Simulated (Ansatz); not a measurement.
# CH6SeSn: how energies converge with the basis set

One table from this session's results is given with a row withheld; the runs are named, their logs left out.

The runs use Ansatz 0.2.0, Gaussian basis; one geometry, several basis sets.

Plan: PBE0-D4/def2-SVP; ωB97M-V/def2-SVP; PBE0-D4/def2-QZVPP; ωB97M-V/def2-QZVPP; the functionals' def2-TZVPP values are taken from earlier runs.

### The relaxed structure

The geometry comes from an earlier relaxation with PBE0-D4 in a triple-zeta def2 set; it is a stationary point, not always the lowest conformer. Sn takes the def2 core potential; no spin-orbit term is included.

SMILES `C[Se][SnH3]`, 9 atoms, charge 0, spin multiplicity 1.

Atoms are counted from 1 here; the program's logs count them from 0.

Bond lengths: C1–Se2 1.960 Å, C1–H4 1.088 Å, C1–H5 1.088 Å, C1–H6 1.089 Å, Se2–Sn3 2.522 Å, Sn3–H7 1.709 Å, Sn3–H8 1.702 Å, Sn3–H9 1.709 Å. Angles: Se2–C1–H4 110.7°, Se2–C1–H5 110.7°, Se2–C1–H6 106.1°, H4–C1–H5 110.6°, H4–C1–H6 109.3°, H5–C1–H6 109.3°, C1–Se2–Sn3 96.9°, Se2–Sn3–H7 109.1°, Se2–Sn3–H8 107.0°, Se2–Sn3–H9 109.4°, H7–Sn3–H8 111.1°, H7–Sn3–H9 109.0°, H8–Sn3–H9 111.0°.

Set-up of the first run:

Contents of in.yaml:

```yaml
crystal:
  periodic: [false, false, false]
  atoms:
    - {symbol: C, position_ang: [-0.722173, 1.123474, -1.054075]}
    - {symbol: Se, position_ang: [-0.510367, -0.820040, -1.188622]}
    - {symbol: Sn, position_ang: [0.711658, -1.144472, 0.993272]}
    - {symbol: H, position_ang: [-1.320625, 1.385733, -0.183790]}
    - {symbol: H, position_ang: [0.248718, 1.613479, -1.013672]}
    - {symbol: H, position_ang: [-1.244924, 1.433360, -1.957628]}
    - {symbol: H, position_ang: [2.138032, -0.203281, 0.981612]}
    - {symbol: H, position_ang: [1.071560, -2.803478, 1.121264]}
    - {symbol: H, position_ang: [-0.283379, -0.630974, 2.284340]}
basis:
  gaussian: {orbitals: def2-SVP}
hamiltonian: {xc: pbe0, dispersion: d4}
output: {orbitals: {seedname: orbitals}}
```

Command:

```
> ansatz run in.yaml --threads 4 --pin off --events-out ev --progress --plain --max-ram 10444MiB
```

Among the steps run: PBE0-D4 in def2-SVP; ωB97M-V in def2-SVP; PBE0-D4 in def2-QZVPP; ωB97M-V in def2-QZVPP.

One of the session's tables, all rows but one given; the rest of the session is left out.

It belongs to the step «Functionals by basis». 

```
functional       basis  HOMO (eV)
   PBE0-D4    def2-SVP          ?
   PBE0-D4  def2-TZVPP      -6.46
   PBE0-D4  def2-QZVPP      -6.48
   ωB97M-V    def2-SVP      -8.47
   ωB97M-V  def2-TZVPP      -8.61
   ωB97M-V  def2-QZVPP      -8.63
```

Q: Estimate the row for PBE0-D4, def2-SVP from the others.

As computed: HOMO (eV): -6.34. In the column «HOMO (eV)» it is the highest.
